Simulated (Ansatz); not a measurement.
# C3H8OSi: one species, many methods

One table from this session's results is given with a row withheld; the runs are named, their logs left out.

Program: Ansatz 0.2.0, Gaussian basis. Level of theory: functionals in def2-TZVPP, the program's frozen cores in correlated methods. These are calculated values, not measurements.

Levels to be run: LDA (SPW92), PBE-D4, revPBE-D4, BLYP-D4, r2SCAN-D4, B97M-V, PBE0-D4, B3LYP-D4, r2SCANh-D4, r2SCAN0-D4, HSE06-D4, BHLYP-D4, CAM-B3LYP-D4, LC-ωPBE, ωB97X-V, ωB97M-V, B2PLYP, PBE-QIDH; CCSD(T)/def2-SVP; CCSD(T)/def2-TZVPP; MP2/def2-QZVPP; extrapolation to the limit; RPA on PBE.

### The geometry

An earlier PBE0-D4 in a triple-zeta def2 set relaxation fixed the geometry.

SMILES `C[SiH2]CC=O`, 13 atoms, charge 0, spin multiplicity 1.

Atoms are counted from 1 here; the program's logs count them from 0.

Bond lengths: C1–Si2 1.866 Å, C1–H6 1.092 Å, C1–H7 1.093 Å, C1–H8 1.091 Å, Si2–C3 1.892 Å, Si2–H9 1.491 Å, Si2–H10 1.486 Å, C3–C4 1.496 Å, C3–H11 1.098 Å, C3–H12 1.099 Å, C4–O5 1.203 Å, C4–H13 1.112 Å. Angles: Si2–C1–H6 110.6°, Si2–C1–H7 111.0°, Si2–C1–H8 110.2°, H6–C1–H7 107.9°, H6–C1–H8 108.6°, H7–C1–H8 108.5°, C1–Si2–C3 112.1°, C1–Si2–H9 110.0°, C1–Si2–H10 111.5°, C3–Si2–H9 106.4°, C3–Si2–H10 108.9°, H9–Si2–H10 107.7°, Si2–C3–C4 114.0°, Si2–C3–H11 111.0°, Si2–C3–H12 110.9°, C4–C3–H11 108.2°, C4–C3–H12 107.8°, H11–C3–H12 104.3° and more.

Set-up of the first run:

Contents of in.yaml:

```yaml
crystal:
  periodic: [false, false, false]
  atoms:
    - {symbol: C, position_ang: [-1.554927, 0.834855, 0.608753]}
    - {symbol: Si, position_ang: [0.171945, 0.252860, 1.009250]}
    - {symbol: C, position_ang: [0.827440, -0.968665, -0.277774]}
    - {symbol: C, position_ang: [0.974763, -0.387733, -1.648462]}
    - {symbol: O, position_ang: [0.653117, 0.731240, -1.949232]}
    - {symbol: H, position_ang: [-1.930980, 1.494196, 1.394414]}
    - {symbol: H, position_ang: [-2.242757, -0.010163, 0.522824]}
    - {symbol: H, position_ang: [-1.558136, 1.382117, -0.335239]}
    - {symbol: H, position_ang: [0.178407, -0.468315, 2.314728]}
    - {symbol: H, position_ang: [1.119023, 1.393236, 1.117950]}
    - {symbol: H, position_ang: [1.798531, -1.378950, 0.027520]}
    - {symbol: H, position_ang: [0.172283, -1.847232, -0.353095]}
    - {symbol: H, position_ang: [1.411790, -1.062146, -2.416738]}
basis:
  gaussian: {orbitals: def2-TZVPP}
hamiltonian: {xc: lda}
output: {orbitals: {seedname: orbitals}}
```

On the command line:

```sh
$ ansatz run in.yaml --threads 4 --pin off --events-out ev --progress --plain --max-ram 10444MiB
```

Steps of the session up to this table: LDA; PBE-D4 (GGA); revPBE-D4 (GGA); BLYP-D4 (GGA); r2SCAN-D4 (meta-GGA); B97M-V (meta-GGA); PBE0-D4 (hybrid); B3LYP-D4 (hybrid); r2SCANh-D4 (hybrid); r2SCAN0-D4 (hybrid); HSE06-D4 (hybrid); BHLYP-D4 (hybrid); CAM-B3LYP-D4 (range-separated); LC-ωPBE (range-separated); ωB97X-V (range-separated); ωB97M-V (range-separated); B2PLYP (double hybrid); PBE-QIDH (double hybrid).

One of the session's tables, all rows but one given; the rest of the session is left out.

It belongs to the step «Frontier levels by functional». 

```
  functional  HOMO (eV)  gap (eV)
 LDA (SPW92)      -6.13      3.86
      PBE-D4      -6.00      3.99
   revPBE-D4      -5.94      4.03
     BLYP-D4      -5.94      4.04
   r2SCAN-D4      -6.30      4.55
      B97M-V      -6.51      4.85
     PBE0-D4      -7.58      6.79
    B3LYP-D4      -7.36      6.27
  r2SCANh-D4      -6.90      5.59
  r2SCAN0-D4      -7.80      7.15
    HSE06-D4      -7.17      5.99
    BHLYP-D4      -9.13      9.62
CAM-B3LYP-D4      -9.05      9.48
     LC-ωPBE     -10.34     12.06
     ωB97X-V          ?         ?
     ωB97M-V      -9.98     11.49
```

Estimate the missing values for ωB97X-V.

**Answer.** HOMO (eV): -10.04; gap (eV): 11.66. In the column «HOMO (eV)» it lies between LC-ωPBE (-10.34) and ωB97M-V (-9.98).
